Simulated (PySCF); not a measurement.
**HI: bond curves at several levels of theory**

One table from this session's results is given with a row withheld; the runs are named, their logs left out.

Program: PySCF 2.14.0. Level of theory: H def2-TZVP, I def2-TZVP with ECP28, scalar-relativistic core potentials. These are calculated values, not measurements.

Set-up of the first run:

Settings of the job:

```json
{"atoms": "H, I", "charge": "0", "basis": "H def2-TZVP, I def2-TZVP with ECP28", "Hamiltonian": "scalar-relativistic core potentials", "basis functions": "56", "electrons treated": "26", "masses in u": "1.0078, 126.9045", "levels": "PBE0, PBE, r²SCAN, M06-2X, revPBE, PW91, HF, MP2, SCS-MP2, CCSD, CCSD(T)", "grid": "80 radial by 434 angular points", "occupations": "held fixed by the projection of orbital angular momentum", "dissociation limit": "H + I, each in its ground configuration", "starting distance in angstrom": "1.630", "values of 2S to try": "0, 2"}
```

On the command line:

```bash
OMP_NUM_THREADS=1 python dia.py task.json out
```

Steps of the session up to this table: The job; First curve: PBE0; Other states along the same grid; PBE; r²SCAN; M06-2X; revPBE; PW91 (GGA); RHF (mean field); Adding correlation.

One table of the session follows, with a row left open; its other results are not shown here.

Energy (eV) from each level's lowest point:

| R (Å) | RHF | RHF-MP2 | RHF-SCS-MP2 | RHF-CCSD | RHF-CCSD(T) |
| --- | --- | --- | --- | --- | --- |
| 1.386 | 0.686 | 0.662 | 0.685 | n/a | n/a |
| 1.451 | 0.296 | 0.283 | 0.299 | 0.310 | 0.318 |
| 1.515 | 0.082 | 0.077 | 0.086 | 0.093 | 0.099 |
| 1.564 | 0.011 | 0.009 | 0.014 | 0.018 | 0.020 |
| 1.612 | 0.000 | 0.000 | 0.000 | 0.000 | 0.000 |
| 1.660 | ? | ? | ? | ? | ? |
| 1.725 | 0.148 | 0.145 | 0.134 | 0.123 | 0.115 |
| 1.805 | 0.356 | 0.345 | 0.326 | 0.305 | 0.290 |
| 1.902 | 0.675 | 0.648 | 0.620 | 0.582 | 0.558 |
| 2.031 | 1.166 | 1.105 | 1.064 | n/a | n/a |

Q: Estimate the row for R (Å) = 1.660 from the others.

Worked estimate for «RHF». A straight line through the neighbours (1.612, 0.000) and (1.725, 0.148) gives 0.000 + (0.148 − 0.000) × (1.660 − 1.612) / (1.725 − 1.612) = 0.063; a parabola fitted to 4 rows on both sides gives 0.041.

The run gave: RHF: 0.038; RHF-MP2: 0.038; RHF-SCS-MP2: 0.033; RHF-CCSD: 0.029; RHF-CCSD(T): 0.026. In «RHF» the line misses by +0.025 and the parabola by +0.003.
